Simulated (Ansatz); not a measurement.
## Rb₂Pd, space group Fm-3m: a convergence test of the plane-wave cutoff, step by step

Computed with Ansatz 0.2.0, Python API.

Typed at the interpreter:
```pycon
>>> import warnings
>>> import ansatz as az
>>> from tabulate import tabulate
>>> config = {
...     'mesh': (4, 4, 4),
...     'xc': 'lda',
...     'occupations': 'Marzari-Vanderbilt',
...     'sigma': 0.02,
... }
>>> warnings.simplefilter('ignore', az.DeckWarning)
>>> lattice = az.Lattice.of(
...     (0.0, 4.123218, 4.123218),
...     (4.123218, 0.0, 4.123218),
...     (4.123218, 4.123218, 0.0),
... )
>>> sites = [
...     ('Rb', (0.25, 0.25, 0.25)),
...     ('Rb', (0.75, 0.75, 0.75)),
...     ('Pd', (0.0, 0.0, 0.0)),
... ]
>>> rb2pd = az.Crystal(lattice=lattice)
>>> for symbol, position in sites:
...     rb2pd = rb2pd.atom(symbol, position)
...
>>> model = (
...     rb2pd.calculation()
...     .kpoints(mesh=config['mesh'], center='gamma')
...     .functional(config['xc'])
...     .occupations(config['occupations'], width=config['sigma'])
...     .forces()
...     .stress()
... )
>>> rows = []
>>> for value in [250, 350, 450, 550]:
...     rep = model.basis(value).run(threads=1, pin='off').report
...     rows.append((value, rep['free_energy_ev'] / len(rep['lattice']['sites']), rep['n_iterations'], sum(rep['stress_gpa'][i][i] for i in range(3)) / 3, max(abs(f) for row in rep['forces_ev_ang'] for f in row), rep['n_pw']))
...

>>> print(tabulate(rows, headers=['cutoff (eV)', 'F/atom (eV)', 'iterations', 'P (GPa)', 'max force (eV/A)', 'plane waves'], floatfmt='.4f', tablefmt='plain'))
  cutoff (eV)    F/atom (eV)    iterations    P (GPa)    max force (eV/A)    plane waves
          250     -4394.4822             8    -1.7722              0.0000           1243
          350     -4395.1177             8    -1.7850              0.0000           2085
          450     -4395.1221             8    -1.7866              0.0000           3071
          550     -4395.1223             8    -1.7868              0.0000           4111
>>> # the last row is the reference
>>> for row in rows[:-1]:
...     shift = 1000 * (row[1] - rows[-1][1])
...     print(f'{row[0]}: {shift:+.2f} meV/atom' + ('  (within 2 meV)' if abs(shift) < 2 else ''))
...
250: +640.11 meV/atom
350: +4.56 meV/atom
450: +0.21 meV/atom  (within 2 meV)
```

From 450 eV on it stays within 2 meV an atom of the value at 550 eV; the first row (250 eV) is off by 640.1 meV and the last but one by 0.21 meV. The energy falls steadily, as expected when plane waves are added. The pressure moves from -1.77 to -1.79 GPa (the program's stress holds a Pulay correction, so it settles early).

What to keep in mind:
- Forces vanish by symmetry here and test nothing.
- Pressure is positive in compression.
- The structure comes from a database of computed cells and needn't be a stable or known phase.
- Shifts are counted from the last row, which is itself no proven limit.
- The script silences the warnings on its input, which a real study should read.
- The whole script took 6.3 s on 1 thread of Arm Neoverse V1, on a shared host, peak memory 0.43 GiB.

(Lines on the test bed's own set-up are left out of the output.)
